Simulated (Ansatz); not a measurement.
# Ba2Tl5V3O12 (P1) in Ansatz: a series of runs

The runs below take Ba2Tl5V3O12 through projected density of states, with PBE+U.

All numbers are computed with Ansatz 0.2.0; they aren't measurements. Logs are shortened: lines on timing, memory, paths and dates and some standing lists are left out, and cuts for length are marked.

## Step 1: The crystal as given

The typed cell holds 22 atoms: a = 6.061 Å, b = 6.112 Å, c = 14.126 Å, α = 95.24°, β = 99.31°, γ = 113.97°.

The cell was built by a generator and needn't be a form met in nature.

## Step 2: Projected density of states, PBE+U, collinear spin, ferromagnetic start

File input.yaml:

```yaml
crystal:
  lattice:
    - [6.06147, 0.0, 0.0]
    - [-2.48324, 5.5845, 0.0]
    - [-2.28447, -2.42817, 13.72687]
  atoms:
    - { symbol: Ba, position: [0.88251, 0.01561, 0.4732] }
    - { symbol: Ba, position: [0.57886, 0.79688, 0.88922] }
    - { symbol: V, position: [0.26936, 0.1058, 0.98468], spin: 2.0 }
    - { symbol: V, position: [0.11629, 0.5582, 0.33914], spin: 2.0 }
    - { symbol: V, position: [0.60807, 0.30696, 0.66552], spin: 2.0 }
    - { symbol: Tl, position: [0.48361, 0.28991, 0.38373] }
    - { symbol: Tl, position: [0.08311, 0.07485, 0.74869] }
    - { symbol: Tl, position: [0.77279, 0.89398, 0.17719] }
    - { symbol: Tl, position: [0.29791, 0.66599, 0.60107] }
    - { symbol: Tl, position: [0.97201, 0.46636, 0.0474] }
    - { symbol: O, position: [0.02458, 0.05647, 0.04354] }
    - { symbol: O, position: [0.16369, 0.86975, 0.88754] }
    - { symbol: O, position: [0.33585, 0.37289, 0.93818] }
    - { symbol: O, position: [0.53308, 0.10242, 0.04892] }
    - { symbol: O, position: [0.42674, 0.67762, 0.40063] }
    - { symbol: O, position: [0.95197, 0.64202, 0.41211] }
    - { symbol: O, position: [0.00696, 0.24041, 0.32565] }
    - { symbol: O, position: [0.08373, 0.64865, 0.23032] }
    - { symbol: O, position: [0.8589, 0.33214, 0.61652] }
    - { symbol: O, position: [0.63673, 0.58163, 0.7239] }
    - { symbol: O, position: [0.56343, 0.0992, 0.74423] }
    - { symbol: O, position: [0.34984, 0.20226, 0.56862] }
hamiltonian:
  xc: pbe
  pseudopotentials: { kind: paw }
  hubbard: { sites: [{ species: V, l: d, u_eff: 6.0 }] }
magnetization:
  spin_polarized: true
kpoints:
  mp_grid: { grid: [5, 5, 2] }
scf:
  occupations: { method: fermi_dirac, width: 0.05 }
  n_extra_bands: 55
output:
  forces: true
  stress: true
  eigenvalues: true
  dos: { projected: true, de: 0.05, nscf_kmesh: { grid: [8, 8, 3] } }
```

Potentials or basis: Ansatz PAW.

Launch:

```
ansatz run input.yaml --threads 8 --pin off --max-ram 20480MiB --backend cpu --events-out ev --progress --plain --runs-dir out
```

What it wrote:

```text
Warning: RAYON_NUM_THREADS=8 ignored (pool sized by the plan → 8); use --threads N
Ba: projections on atomic orbitals take those of the free atom [Kr 4d10] 5s2 5p6 6s2, of charge +0.00 (hamiltonian.pseudopotentials.projection_atoms); the dataset's partial waves leave at most 9.7e-6 of an orbital's norm unspanned inside its sphere
V: projections on atomic orbitals take those of the free atom [Ne] 3s2 3p6 3d3 4s2, of charge +0.00 (hamiltonian.pseudopotentials.projection_atoms); the dataset's partial waves leave at most 5.8e-7 of an orbital's norm unspanned inside its sphere
Tl: projections on atomic orbitals take those of the free atom [Xe 4f14] 5d10 6s2 6p1, of charge +0.00 (hamiltonian.pseudopotentials.projection_atoms); the dataset's partial waves leave at most 3.0e-5 of an orbital's norm unspanned inside its sphere
O: projections on atomic orbitals take those of the free atom [He] 2s2 2p4, of charge +0.00 (hamiltonian.pseudopotentials.projection_atoms); the dataset's partial waves leave at most 1.9e-8 of an orbital's norm unspanned inside its sphere
scf.n_extra_bands = 55 over 98 filled bands (N_el = 196.0): the run solves 153 bands
Engine: ansatz 0.2.0, x86_64-unknown-linux-gnu
Pseudopotentials: kind: paw
Pseudopotential: Ba, paw, valence charge 10, recommended cutoff 420 eV (normal), Ba.paw.azcp
Pseudopotential: V, paw, valence charge 13, recommended cutoff 420 eV (normal), V.paw.azcp
Pseudopotential: Tl, paw, valence charge 13, recommended cutoff 420 eV (normal), Tl.paw.azcp
Pseudopotential: O, paw, valence charge 6, recommended cutoff 420 eV (normal), O.paw.azcp
Functional definition: PBE
  parameter kappa = 0.804
  parameter beta = 0.06672455060314922
  exchange = pbe_x(kappa = kappa, mu = beta*pi^2/3)
  correlation = pbe_c(beta = beta)
Crystal: 22 atoms, lattice volume = 464.658 Å³
Basis set: ecut = 420 eV, 9063 PW (Γ), exchange–correlation on 90×90×192 points (8 copies of the dense FFT grid, shifted against one another)
[... 78 lines left out ...]
  E_ewald      = -11941.226572
  E_smearing   = -0.000000  (= −TS)
  E_closure    = -0.000000  (closes the sum)
  Σ components = -84661.337786   (vs F -84661.337786, Δ=0.00e0)
--- Forces (eV/Å), atoms counted from 1 ---
  atom   1  Ba     0.00754879    -0.01114365     0.00243559
  atom   2  Ba     0.00463348    -0.02431237    -0.02633632
  atom   3  V     -0.00436379     0.04396535     0.12861292
  atom   4  V     -0.03348662     0.08124795    -0.09935402
  atom   5  V      0.06920632     0.07591142     0.04082446
  atom   6  Tl     0.01900408    -0.00438165     0.01619313
[... 14 lines left out ...]
  atom  21  O     -0.00986717    -0.16690382     0.11772097
  atom  22  O     -0.12604480    -0.04258210    -0.14957619
  max |Σ_I F_I| component: 5.75e-6 eV/Å
--- Stress (GPa, compression-positive) ---
        0.547272      -0.036557      -0.037769
       -0.036557       0.479588      -0.035567
       -0.037769      -0.035566       0.419704
  P = ⅓ Tr σ = 0.4822 GPa (4.822 kbar)
--- Band table (eV; the first three rows and the last of 52) ---
  k-point 0 ↑: bands = ["-59.9013", "-59.7704", "-59.7540", "-33.8187", "-33.7948", "-33.7753", "-33.6998", "-33.6642", "-33.6549", "-33.6416", "-33.6344", "-33.6277", "-20.6983", "-20.5970", "-11.7602", "-11.5966", "-11.4841", "-11.4174", "-11.2520", "-11.2059", "-11.0884", "-11.0389", "-10.9878", "-10.9635", "-10.9327", "-10.8653", "-5.9482", "-5.9177", "-5.8704", "-5.8192", "-5.7908", "-5.7275", "-4.7323", "-4.7165", "-4.6920", "-4.6629", "-4.6418", "-4.6369", "-4.6176", "-4.5774", "-4.5504", "-4.5203", "-4.5162", "-4.5104", "-4.5081", "-4.5064", "-4.4992", "-4.4872", "-4.4770", "-4.4705", "-4.4524", "-4.4322", "-4.4234", "-4.3978", "-4.3872", "-4.3442", "-4.3421", "0.0806", "0.3281", "0.4972", "0.7159", "1.0711", "1.7511", "1.7729", "1.8465", "1.8839", "1.9428", "1.9848", "2.0456", "2.0980", "2.1458", "2.2100", "2.2325", "2.2867", "2.4141", "2.4485", "2.5840", "2.6679", "2.7338", "2.8544", "2.9212", "3.0351", "3.0574", "3.1821", "3.2590", "3.4189", "3.5071", "3.6107", "3.8409", "4.0332", "4.0762", "4.1315", "4.2061", "4.2544", "4.2987", "4.4448", "4.5862", "4.6995", "8.1230", "8.3081", "8.4045", "8.5436", "8.6371", "8.6710", "8.9399", "8.9922", "9.2063", "9.2630", "9.3373", "9.4950", "9.5083", "9.6308", "9.7266", "9.7989", "9.8710", "9.8984", "10.0422", "10.1742", "10.2547", "10.3558", "10.4445", "10.5968", "10.8984", "10.9723", "10.9965", "11.1988", "11.3529", "11.7313", "11.7909", "12.0634", "12.1667", "12.3241", "12.4505", "12.7191", "12.9082", "13.1312", "13.2767", "13.4347", "13.8030", "13.9883", "14.2125", "14.5678", "14.6615", "14.7408", "14.7533", "14.7852", "14.8622", "14.8891", "15.0124", "15.0188", "15.0514", "15.1560", "15.2304"]
[... 3 lines left out ...]
Occupation matrices written to <dir>
```

Wall time 5.8 min (8 threads of Intel Xeon Platinum 8375C at 2.90GHz (Ice Lake), shared host); peak memory 11 GiB.

Results:

```yaml
Free_energy: -84661.3378 eV
Pressure: 0.5 GPa
Largest_force: 0.204 eV/Å
Band_gap_on_the_k_mesh: 3.05 eV, direct
Net_moment: 0.00 μB per cell
Absolute_moment: 0.00 μB per cell
```

Forces on the atoms (eV/Å):
```
Ba   0.008 -0.011  0.002
Ba   0.005 -0.024 -0.026
V   -0.004  0.044  0.129
V   -0.033  0.081 -0.099
V    0.069  0.076  0.041
Tl   0.019 -0.004  0.016
Tl  -0.006 -0.017 -0.004
Tl   0.003  0.002  0.007
Tl  -0.009  0.000  0.013
Tl  -0.011 -0.008  0.004
O   -0.163 -0.039  0.053
O    0.020 -0.118 -0.136
O   -0.021  0.182 -0.083
O    0.172 -0.029  0.066
O    0.166  0.029  0.102
O   -0.157  0.019  0.124
O    0.025 -0.201  0.010
O   -0.014  0.083 -0.176
O    0.160  0.009 -0.088
O   -0.091  0.136  0.078
O   -0.010 -0.167  0.118
O   -0.126 -0.043 -0.150
```

States per cell in windows of 1 eV (zero at the valence-band top; states under -8 eV left out):
| from (eV) | up | down | O 2p down | O 2p up | V 3d down | V 3d up | Tl 6p down | Tl 6p up |
| --- | --- | --- | --- | --- | --- | --- | --- | --- |
| -8.0 | 0.00 | 0.00 | 0.00 | 0.00 | 0.00 | 0.00 | 0.00 | 0.00 |
| -7.0 | 0.00 | 0.00 | 0.00 | 0.00 | 0.00 | 0.00 | 0.00 | 0.00 |
| -6.0 | 0.00 | 0.00 | 0.00 | 0.00 | 0.00 | 0.00 | 0.00 | 0.00 |
| -5.0 | 4.67 | 4.67 | 1.54 | 1.54 | 0.34 | 0.34 | 0.14 | 0.14 |
| -4.0 | 1.93 | 1.93 | 1.13 | 1.13 | 0.43 | 0.43 | 0.11 | 0.11 |
| -3.0 | 14.36 | 14.36 | 10.00 | 10.00 | 2.85 | 2.85 | 0.55 | 0.55 |
| -2.0 | 9.15 | 9.15 | 7.25 | 7.25 | 0.45 | 0.45 | 0.40 | 0.40 |
| -1.0 | 10.77 | 10.77 | 8.96 | 8.96 | 0.24 | 0.24 | 0.29 | 0.29 |
| 0.0 | 0.12 | 0.12 | 0.08 | 0.08 | 0.00 | 0.00 | 0.00 | 0.00 |
| 1.0 | 0.00 | 0.00 | 0.00 | 0.00 | 0.00 | 0.00 | 0.00 | 0.00 |
| 2.0 | 0.00 | 0.00 | 0.00 | 0.00 | 0.00 | 0.00 | 0.00 | 0.00 |
| 3.0 | 6.44 | 6.44 | 0.82 | 0.82 | 2.94 | 2.94 | 2.08 | 2.08 |
| 4.0 | 10.24 | 10.24 | 2.03 | 2.03 | 4.01 | 4.01 | 2.80 | 2.80 |
| 5.0 | 8.31 | 8.31 | 1.86 | 1.86 | 2.31 | 2.31 | 2.87 | 2.87 |
| 6.0 | 5.05 | 5.05 | 0.58 | 0.58 | 0.37 | 0.37 | 2.49 | 2.49 |
| 7.0 | 5.08 | 5.08 | 0.23 | 0.23 | 0.11 | 0.11 | 1.23 | 1.23 |

Eigenvalues of the final occupation matrices:
```tsv
site	spin	trace	eigenvalues
site 1	1	1.61	0.27 0.28 0.35 0.35 0.37
site 1	2	1.61	0.27 0.28 0.35 0.35 0.37
site 2	1	1.60	0.27 0.27 0.34 0.35 0.37
site 2	2	1.60	0.27 0.27 0.34 0.35 0.37
site 3	1	1.60	0.27 0.28 0.34 0.35 0.36
site 3	2	1.60	0.27 0.28 0.34 0.35 0.36
```

Caveat: the magnetic or orbital state may not be the lowest; odd divisions of the mesh miss points on the zone boundary, where band edges often lie, so the gap on the mesh can be too wide; the pressure holds a Pulay correction of +0.3 GPa for the finite cutoff; spin-orbit coupling is left out, which as a rule narrows the gap of such compounds by several tenths of an eV; the starting moments weren't kept. The state reached can hang on the start; a lower one may exist.

## Step 3: Projected density of states, PBE+U, collinear spin, ferromagnetic start

Changes to input.yaml since step 2:

```diff
@@ -31,3 +31,3 @@
   pseudopotentials: { kind: paw }
-  hubbard: { sites: [{ species: V, l: d, u_eff: 6.0 }] }
+  hubbard: { sites: [{ species: V, l: d, u_eff: 8.0 }] }
 magnetization:
@@ -44 +44,5 @@
   dos: { projected: true, de: 0.05, nscf_kmesh: { grid: [8, 8, 3] } }
+  write_density: true
+  write_potential: true
+  elf: true
+  volumetric_format: npy
```

Potentials or basis: Ansatz PAW.

Launch:

```
ansatz run input.yaml --threads 8 --pin off --max-ram 20480MiB --backend cpu --events-out ev --progress --plain --runs-dir out
```

It took 6.5 min on 8 threads of Intel Xeon Platinum 8375C at 2.90GHz (Ice Lake), shared host; peak memory 11 GiB.

It converged, with:

```yaml
Free_energy: -84654.8993 eV
Pressure: 0.7 GPa
Largest_force: 0.295 eV/Å
Band_gap_on_the_k_mesh: 3.05 eV, direct
Net_moment: 0.00 μB per cell
Absolute_moment: 0.00 μB per cell
```

Forces on the atoms (eV/Å):
```
Ba   0.011 -0.015  0.004
Ba   0.007 -0.035 -0.036
V   -0.005  0.065  0.192
V   -0.050  0.124 -0.147
V    0.100  0.106  0.062
Tl   0.026 -0.007  0.022
Tl  -0.007 -0.022 -0.008
Tl   0.004  0.004  0.011
Tl  -0.013  0.000  0.017
Tl  -0.014 -0.010  0.005
O   -0.236 -0.058  0.074
O    0.030 -0.173 -0.198
O   -0.030  0.263 -0.121
O    0.247 -0.044  0.092
O    0.240  0.041  0.148
O   -0.227  0.027  0.180
O    0.036 -0.292  0.014
O   -0.020  0.117 -0.248
O    0.228  0.014 -0.127
O   -0.130  0.197  0.112
O   -0.013 -0.240  0.169
O   -0.182 -0.061 -0.216
```

Stress tensor (GPa, compression positive):
```
 0.78 -0.06 -0.04
-0.06  0.68 -0.05
-0.04 -0.05  0.61
```

Levels at points of the mesh, in eV from the valence-band top:
Spin up:
```
            k point  band 96  band 97  band 98  band 99  band 100  band 101
 (0.00, 0.00, 0.00)    -0.34    -0.21    -0.09     3.45      3.64      3.73
(0.00, 0.00, -0.50)    -0.33    -0.18    -0.12     3.44      3.60      3.73
```
Spin down:
```
            k point  band 95  band 96  band 97  band 98  band 99  band 100  band 101  band 102
 (0.00, 0.00, 0.00)    -0.49    -0.34    -0.21    -0.09     3.45      3.64      3.73      3.85
(0.00, 0.00, -0.50)    -0.51    -0.33    -0.18    -0.12     3.44      3.60      3.73      3.88
```

States per cell in windows of 1 eV (zero at the valence-band top; states under -8 eV left out):
```csv
from (eV),up,down,O 2p down,O 2p up,V 3d down,V 3d up,Tl 6p down,Tl 6p up
-8.0,0.00,0.00,0.00,0.00,0.00,0.00,0.00,0.00
-7.0,0.00,0.00,0.00,0.00,0.00,0.00,0.00,0.00
-6.0,0.00,0.00,0.00,0.00,0.00,0.00,0.00,0.00
-5.0,4.77,4.77,1.58,1.58,0.34,0.34,0.14,0.14
-4.0,2.67,2.67,1.62,1.62,0.64,0.64,0.15,0.15
-3.0,14.03,14.03,9.93,9.93,2.58,2.58,0.55,0.55
-2.0,8.90,8.90,7.07,7.07,0.43,0.43,0.38,0.38
-1.0,10.63,10.63,8.83,8.83,0.24,0.24,0.29,0.29
0.0,0.00,0.00,0.00,0.00,0.00,0.00,0.00,0.00
1.0,0.00,0.00,0.00,0.00,0.00,0.00,0.00,0.00
2.0,0.00,0.00,0.00,0.00,0.00,0.00,0.00,0.00
3.0,6.08,6.08,0.62,0.62,2.48,2.48,2.32,2.32
4.0,11.92,11.92,2.52,2.52,5.26,5.26,2.65,2.65
5.0,7.35,7.35,1.55,1.55,1.66,1.66,2.95,2.95
6.0,4.93,4.93,0.54,0.54,0.32,0.32,2.39,2.39
7.0,5.20,5.20,0.22,0.22,0.10,0.10,1.22,1.22
```

Eigenvalues of the final occupation matrices:
```
  site  spin  trace               eigenvalues
site 1     1   1.58  0.25 0.26 0.35 0.35 0.37
site 1     2   1.58  0.25 0.26 0.35 0.35 0.37
site 2     1   1.57  0.25 0.25 0.34 0.35 0.38
site 2     2   1.57  0.25 0.25 0.34 0.35 0.38
site 3     1   1.57  0.25 0.26 0.34 0.36 0.36
site 3     2   1.57  0.25 0.26 0.34 0.36 0.36
```

Caveat: the magnetic or orbital state may not be the lowest; odd divisions of the mesh miss points on the zone boundary, where band edges often lie, so the gap on the mesh can be too wide; the pressure holds a Pulay correction of +0.3 GPa for the finite cutoff; spin-orbit coupling is left out, which as a rule narrows the gap of such compounds by several tenths of an eV; the starting moments weren't kept. A k mesh can miss the band edges.
